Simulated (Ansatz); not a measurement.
# AlGaH2 (triplet): from Hartree-Fock to the top rungs, cc-pVTZ

One table from this session's results is given with a row withheld; the runs are named, their logs left out.

Program: Ansatz 0.2.0, Gaussian basis. Level of theory: cc-pVTZ, core rule «outside noble gas», up to 19 orbitals frozen. These are calculated values, not measurements.

The runs, in order: UHF; CCSD(T) on ROHF; CCSD(T) on UHF; BCCD(T) on ROHF; CCSDT(Q) on ROHF; CCSDT(Q) on UHF; CASSCF and MRCISD+Q, 8 electrons in 10 orbitals; CASSCF and NEVPT2, 8 electrons in 10 orbitals.

16 further runs of the same task are left out: 9 for a known fault of the program, 1 that didn't finish, 6 set aside as unsound or not needed.

**The geometry**

The geometry is a PBE0/def2-TZVP stationary point (not a proven minimum). No spin-orbit coupling is included. The filled d shell of Ga may be among the frozen orbitals whatever the setting's name suggests; the logs give the count.

4 atoms, charge 0, spin multiplicity 3.

Atoms are counted from 1 here; the program's logs count them from 0.

Bond lengths: Al1–Ga2 2.484 Å, Ga2–H3 1.566 Å, Ga2–H4 1.566 Å. Angles: Al1–Ga2–H3 116.1°, Al1–Ga2–H4 116.1°, H3–Ga2–H4 127.9°.

Geometry (Å):

```csv
atom,x (Å),y (Å),z (Å)
Al1,0.0000,0.0000,1.8190
Ga2,0.0000,0.0000,-0.6648
H3,0.0000,1.4073,-1.3528
H4,0.0000,-1.4073,-1.3528
```

The first run:

Input file in.yaml:

```yaml
crystal:
  periodic: [false, false, false]
  atoms:
    - {symbol: Al, position_ang: [0.000000, 0.000000, 1.818997]}
    - {symbol: Ga, position_ang: [0.000000, 0.000000, -0.664806]}
    - {symbol: H, position_ang: [0.000000, 1.407254, -1.352806]}
    - {symbol: H, position_ang: [0.000000, -1.407254, -1.352806]}
basis:
  gaussian: {orbitals: cc-pVTZ}
magnetization: {spin_polarized: true, initial_magnetization: 2}
hamiltonian: {xc: hf}
output: {orbitals: {seedname: orbitals}}
```

Run with:

```console
ansatz run in.yaml --threads 1 --pin off --events-out ev --progress --plain --max-ram 4096MiB --backend cpu
```

Steps of the session up to this table: UHF; CCSD(T) on ROHF; CCSD(T) on UHF; BCCD(T) on ROHF; CCSDT(Q) on ROHF; CCSDT(Q) on UHF; CASSCF and MRCISD+Q, 8 electrons in 10 orbitals; CASSCF and NEVPT2, 8 electrons in 10 orbitals.

One of the session's tables, all rows but one given; the rest of the session is left out.

It belongs to the step «Misses and costs». 

| method | from UCCSDT(Q) (kJ/mol) |
| --- | --- |
| ROHF | +422.3 |
| UHF | +412.3 |
| RMP2 | ? |
| UMP2 | +98.8 |
| RCCSD | +20.3 |
| UCCSD | +19.2 |
| RCCSD(T) | +4.9 |
| UCCSD(T) | +4.5 |
| BCCD(T) | +4.7 |
| RCCSDT | +1.2 |
| UCCSDT | +0.7 |
| RCCSDT(Q) | +0.4 |
| UCCSDT(Q) | 0 |
| CASSCF valence | +252.6 |
| NEVPT2 valence | +73.6 |
| MRCISD valence | +16.3 |
| MRCISD+Q valence | +1.0 |

Q: Estimate the row for RMP2 from the others.

As computed: from UCCSDT(Q) (kJ/mol): +99.5. In the column «from UCCSDT(Q) (kJ/mol)» it lies between UMP2 (+98.8) and CASSCF valence (+252.6).

With the free atoms at the same levels and basis (separate runs), the atomisation energy is 6.219 eV at UCCSDT(Q), 6.193 eV at RCCSD(T), 6.193 eV at UCCSD(T), 4.764 eV at ROHF.

Limits of these values: Restricted and unrestricted rows rest on different reference determinants; where their highest levels disagree by more than a few hundredths of an eV, they describe different states and don't form one ladder.
